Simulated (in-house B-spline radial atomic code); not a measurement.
**K³⁺: density, ELF and screening along the radius**

Aim: the shell structure of K³⁺ in the radial density, the electron localisation function and the screened nuclear charge, under several settings.

Program: in-house B-spline radial atomic code version 1. Level of theory: several methods, spin-polarised, as named in each step; spherical all-electron atom at the radial basis limit. These are calculated values, not measurements, unless marked.

**1. The atom as given**

```
element       : potassium (Z = 19)
charge        : +3
electrons     : 16
configuration : [Ne] 3s2 3p4
nucleus       : point (non-relativistic runs) or finite (X2C runs)
```

Outer shells as boxes (Hund's rule):

[Ne] 3s2 3p4
```
[Ne] core
3s [↑↓]
3p [↑↓][↑ ][↑ ]
```

Where spins are not typed, each open shell is filled with up spins first.

**2. LDA (VWN5), X2C, [Ne] 3s2 3p4**

Settings, as recorded:

```ini
Z = 19
electrons = 16.0
configuration = [Ne] 3s2 3p4
hamiltonian = x2c
method = lda,vwn
spin_polarised = True
nucleus = fermi
rms_radius = 3.4349
mass_number = 39
atomic_mass = 38.96370648482
speed_of_light = 137.035999084
```

The run is started by

```bash
$ python run_scf.py task.json out
```

task.json lists these runs, among others, and the program works through them in turn.

**3. PBE, X2C, [Ne] 3s2 3p4**

Changes to the settings of step 2:

```diff
@@ -4,3 +4,3 @@
 hamiltonian = x2c
-method = lda,vwn
+method = pbe,pbe
 spin_polarised = True
```

**4. Hartree-Fock, X2C, [Ne] 3s2 3p4**

Changes to the settings of step 3:

```diff
@@ -4,3 +4,3 @@
 hamiltonian = x2c
-method = pbe,pbe
+method = hf
 spin_polarised = True
```

**5. Hartree-Fock, non-rel., [Ne] 3s1 3p4 4f1**

Settings, as recorded:

```ini
Z = 19
electrons = 16.0
configuration = [Ne] 3s1 3p4 4f1
hamiltonian = nr
method = hf
spin_polarised = True
```

Before running: How large is the system in each run, where do the shell borders lie, and what is the highest level?

As calculated:

| run | total energy (hartree) | highest level (eV) | radius holding 50 / 90 / 99 % (bohr) | radius at n = 0.001 (bohr) | ELF minima on the full grid (bohr) |
| --- | --- | --- | --- | --- | --- |
| LDA (VWN5), X2C, [Ne] 3s2 3p4 | -597.4713 | -53.390 | 0.431 / 1.52 / 2.38 | 2.89 | 0.13, 0.64 |
| PBE, X2C, [Ne] 3s2 3p4 | -599.0191 | -53.140 | 0.430 / 1.51 / 2.38 | 2.89 | 0.13, 0.64 |
| Hartree-Fock, X2C, [Ne] 3s2 3p4 | -598.5596 | -60.054 | 0.429 / 1.52 / 2.38 | 2.89 | 0.13, 0.65 |
| Hartree-Fock, non-rel., [Ne] 3s1 3p4 4f1 | -593.9397 | -13.865 | 0.432 / 1.77 / 5.78 | 4.49 | 0.14, 0.71, 3.0 |

In the first run ELF has 2 minima on the grid, which mark the borders between shells. On the record's full grid the screened charge (r times the electrostatic potential) falls from 18.9 near the nucleus to 3.00 at 4.5 bohr; far out it tends to the net charge, 3. The radius that holds 99 % of the electrons runs from 2.38 bohr (PBE, X2C, [Ne] 3s2 3p4) to 5.78 bohr (Hartree-Fock, non-rel., [Ne] 3s1 3p4 4f1). The grid is coarse (about 20 % a step), so the places of minima are rough. For X2C runs ELF uses the non-relativistic kinetic energy density, and the fields carry no picture-change correction.
